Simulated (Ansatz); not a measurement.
**C₄H₁₀BN: up Jacob's ladder to CCSD(T)**

Aim: compute C₄H₁₀BN with functionals from several rungs and with coupled cluster, and see how far each lands from CCSD(T) at the basis-set limit for the atomisation energy.

The runs use Ansatz 0.2.0, Gaussian basis; functionals in def2-TZVPP, the program's frozen cores in correlated methods.

Levels to be run: LDA (SPW92), PBE-D4, revPBE-D4, BLYP-D4, r2SCAN-D4, B97M-V, PBE0-D4, B3LYP-D4, r2SCANh-D4, r2SCAN0-D4, HSE06-D4, BHLYP-D4, CAM-B3LYP-D4, LC-ωPBE, ωB97X-V, ωB97M-V, B2PLYP, PBE-QIDH; CCSD(T)/def2-SVP; CCSD(T)/def2-TZVPP; MP2/def2-QZVPP; extrapolation to the limit; RPA on PBE.

## Step 1: The relaxed structure

An earlier PBE0-D4 in a triple-zeta def2 set relaxation fixed the geometry.

16 atoms, charge 0, spin multiplicity 1.

Atoms are counted from 1 here; the program's logs count them from 0.

Bond lengths: C1–C2 1.443 Å, C1–H7 1.091 Å, C1–H8 1.091 Å, C1–H9 1.091 Å, C2–N3 1.142 Å, N3–B4 1.572 Å, B4–C5 1.616 Å, B4–C6 1.616 Å, B4–H10 1.221 Å, C5–H11 1.095 Å, C5–H12 1.097 Å, C5–H13 1.094 Å, C6–H14 1.094 Å, C6–H15 1.097 Å, C6–H16 1.095 Å. Angles: C2–C1–H7 109.8°, C2–C1–H8 109.8°, C2–C1–H9 109.8°, H7–C1–H8 109.1°, H7–C1–H9 109.1°, H8–C1–H9 109.1°, C1–C2–N3 179.5°, C2–N3–B4 179.1°, N3–B4–C5 106.5°, N3–B4–C6 106.5°, N3–B4–H10 102.2°, C5–B4–C6 114.9°, C5–B4–H10 112.7°, C6–B4–H10 112.7°, B4–C5–H11 113.6°, B4–C5–H12 112.6°, B4–C5–H13 108.9°, H11–C5–H12 107.8° and more.

Coordinates:

```mol
C4H10BN
  3D, bonds by distance, orders not assigned

 16 15  0  0  0  0  0  0  0  0999 V2000
   -0.4194   -1.6547    2.5881 C   0  0
   -0.0874   -0.8173    1.4609 C   0  0
    0.1828   -0.1511    0.5731 N   0  0
    0.5351    0.7567   -0.6613 B   0  0
    0.8279   -0.2425   -1.8969 C   0  0
   -0.7201    1.7518   -0.8726 C   0  0
   -1.4191   -1.4091    2.9503 H   0  0
   -0.3961   -2.7041    2.2895 H   0  0
    0.3010   -1.4962    3.3925 H   0  0
    1.5379    1.3379   -0.2775 H   0  0
    1.6407   -0.9505   -1.7042 H   0  0
   -0.0565   -0.8205   -2.1912 H   0  0
    1.1239    0.3498   -2.7684 H   0  0
   -0.4949    2.4353   -1.6972 H   0  0
   -1.6400    1.2196   -1.1434 H   0  0
   -0.9388    2.3725    0.0026 H   0  0
  1  2  8  0
  2  3  8  0
  3  4  8  0
  4  5  8  0
  4  6  8  0
  1  7  8  0
  1  8  8  0
  1  9  8  0
  4 10  8  0
  5 11  8  0
  5 12  8  0
  5 13  8  0
  6 14  8  0
  6 15  8  0
  6 16  8  0
M  END
```

## Step 2: LDA

This LDA is Slater exchange with PW92 correlation.

in.yaml

```yaml
crystal:
  periodic: [false, false, false]
  atoms:
    - {symbol: C, position_ang: [-0.419391, -1.654745, 2.588119]}
    - {symbol: C, position_ang: [-0.087353, -0.817315, 1.460931]}
    - {symbol: N, position_ang: [0.182764, -0.151085, 0.573052]}
    - {symbol: B, position_ang: [0.535099, 0.756656, -0.661335]}
    - {symbol: C, position_ang: [0.827888, -0.242497, -1.896917]}
    - {symbol: C, position_ang: [-0.720142, 1.751835, -0.872582]}
    - {symbol: H, position_ang: [-1.419077, -1.409134, 2.950287]}
    - {symbol: H, position_ang: [-0.396099, -2.704091, 2.289463]}
    - {symbol: H, position_ang: [0.300957, -1.496184, 3.392506]}
    - {symbol: H, position_ang: [1.537932, 1.337936, -0.277497]}
    - {symbol: H, position_ang: [1.640657, -0.950502, -1.704226]}
    - {symbol: H, position_ang: [-0.056469, -0.820496, -2.191162]}
    - {symbol: H, position_ang: [1.123895, 0.349769, -2.768375]}
    - {symbol: H, position_ang: [-0.494876, 2.435331, -1.697160]}
    - {symbol: H, position_ang: [-1.639996, 1.219599, -1.143400]}
    - {symbol: H, position_ang: [-0.938789, 2.372523, 0.002593]}
basis:
  gaussian: {orbitals: def2-TZVPP}
hamiltonian: {xc: lda}
output: {orbitals: {seedname: orbitals}}
```

The run is started by

```sh
$ ansatz run in.yaml --threads 4 --pin off --events-out ev --progress --plain --max-ram 11315MiB
```

After this run come: PBE-D4 (GGA); revPBE-D4 (GGA); BLYP-D4 (GGA); r2SCAN-D4 (meta-GGA); B97M-V (meta-GGA); B3LYP-D4 (hybrid); r2SCANh-D4 (hybrid); r2SCAN0-D4 (hybrid); HSE06-D4 (hybrid); BHLYP-D4 (hybrid); CAM-B3LYP-D4 (range-separated); LC-ωPBE (range-separated); ωB97X-V (range-separated); ωB97M-V (range-separated); B2PLYP (double hybrid); PBE-QIDH (double hybrid); CCSD(T) in def2-SVP; CCSD(T) in def2-TZVPP; MP2 in def2-QZVPP; RPA on PBE orbitals.

Q: Predict the results of all the runs planned. Wanted: atomisation energy, CCSD(T)/CBS; farthest beyond LDA; mean size of error, GGA; mean size of error, meta-GGA; mean size of error, hybrid; mean size of error, range-separated; mean size of error, double hybrid; gap, smallest and largest; T1 diagnostic.

As calculated:

| quantity | value |
| --- | --- |
| atomisation energy, CCSD(T)/CBS | 6351.5 kJ/mol |
| functionals within 31.8 kJ/mol (0.5 %) | revPBE-D4, r2SCANh-D4, LC-ωPBE, ωB97X-V, B2PLYP, PBE-QIDH |
| farthest beyond LDA | PBE-D4 (+172.7 kJ/mol) |
| mean size of error, GGA | 79.4 kJ/mol |
| mean size of error, meta-GGA | 39.2 kJ/mol |
| mean size of error, hybrid | 59.6 kJ/mol |
| mean size of error, range-separated | 32.4 kJ/mol |
| mean size of error, double hybrid | 11.7 kJ/mol |
| gap, smallest and largest | 4.46 eV (LDA (SPW92)), 11.77 eV (LC-ωPBE) |
| T1 diagnostic | 0.0114 |
| triples share of the correlation energy | 4.1 % |

The LDA atomisation energy is off by 896.8 kJ/mol (14 %): it overbinds. PBE-D4 misses by +172.7 kJ/mol. Double hybrids carry the basis error of their MP2 part in triple zeta, and no dispersion term here, so their miss is partly the set-up's. By mean error the best rung here is double hybrid (11.7 kJ/mol) and the worst beyond LDA is GGA (79.4 kJ/mol). hybrid functionals lie within the reference's doubt of that worst mean (59.6 kJ/mol), so those two tie. The reference freezes the cores and leaves out relativity and excitations past (T), so misses under about 31.8 kJ/mol can't be ranked. Hartree-Fock recovers 75 % of the binding; the rest is correlation. CCSD(T) in def2-SVP is off by -241.7 kJ/mol, more than most functionals: a good method in a small basis is no reference. Orbital gaps span 4.5 to 11.8 eV; exact exchange widens them.
